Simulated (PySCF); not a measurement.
**The bond of CaF, level by level**

What are the lowest state that PBE0 finds, the bond length, vibrational wavenumber and bond energy of CaF, and how much do these hang on the method?

Computed with PySCF 2.14.0. Level: Ca 3-21G, F 3-21G, no relativity.

## Step 1: Input

The job is set up so:

- atoms: Ca, F
- charge: 0
- basis: Ca 3-21G, F 3-21G
- Hamiltonian: no relativity
- basis functions: 26
- electrons treated: 29
- masses in u: 39.9626, 18.9984
- levels: PBE0, PBE, r²SCAN, TPSS, BP86, r²SCANh, LC-ωPBE, HF, MP2, SCS-MP2, CCSD, CCSD(T)
- grid: 80 radial by 434 angular points
- occupations: held fixed by the projection of orbital angular momentum
- dissociation limit: Ca + F, each in its ground configuration
- starting distance in angstrom: 2.205
- values of 2S to try: 1, 3

The runs that follow: The PBE0 curve of the state that the search chose; Higher solutions at PBE0; PBE; r²SCAN (meta-GGA); TPSS; BP86; r²SCANh (hybrid meta-GGA); LC-ωPBE (range-separated hybrid); UHF (mean field); MP2 and coupled cluster.

What does the calculation give? Wanted: for each run, Re; ωe; De; μ.

**Answer**, as computed:

Lowest PBE0 solution found, without spin–orbit coupling: ²Σ⁺ (doublet), unpaired electrons σ ↑. The other levels ran on it alone.

```csv
level,Re (Å),ωe (cm⁻¹),De (eV),μ (D)
UHF,2.052,554,2.16,-3.62
UHF-MP2,2.083,515,2.93,n/a
UHF-SCS-MP2,2.081,517,2.79,n/a
UHF-CCSD,2.080,519,2.50,n/a
UHF-CCSD(T),2.087,508,2.54,n/a
PBE,2.122,456,3.67,-2.47
BP86,2.124,454,3.57,-2.54
TPSS,2.109,471,3.66,-2.40
r²SCAN,2.098,491,3.72,-2.77
r²SCANh,2.086,503,3.56,-2.93
PBE0,2.080,498,3.30,-2.96
LC-ωPBE,2.064,519,3.57,-2.93
```

De is counted to Ca + F in their ground configurations. A positive dipole means Ca(−)F(+).

Differences from CCSD(T) in the same basis:

```csv
level,Re (mÅ),ωe (%)
UHF,-35,+8.9
UHF-MP2,-4,+1.3
UHF-SCS-MP2,-6,+1.7
UHF-CCSD,-7,+2.1
PBE,+35,-10.3
BP86,+37,-10.7
TPSS,+22,-7.3
r²SCAN,+11,-3.3
r²SCANh,-1,-1.0
PBE0,-7,-2.0
LC-ωPBE,-23,+2.0
```

What this shows: Judged by CCSD(T) in the same basis: best bond length r²SCANh (-1 mÅ), worst BP86 (+37 mÅ); best wavenumber r²SCANh (-1.0 %), worst BP86 (-10.7 %). Hartree–Fock falls on the short and stiff side, its usual fault. PBE has the long and soft bond that GGAs tend to give. CCSD(T) in a basis this small is itself some way from its limit, more so than the functionals. Among the levels with a De in the table, it runs from 2.16 eV (UHF) to 3.72 eV (r²SCAN).

Correlated steps freeze 6 core orbitals. The basis is very small, so these numbers show the basis as much as the molecule.
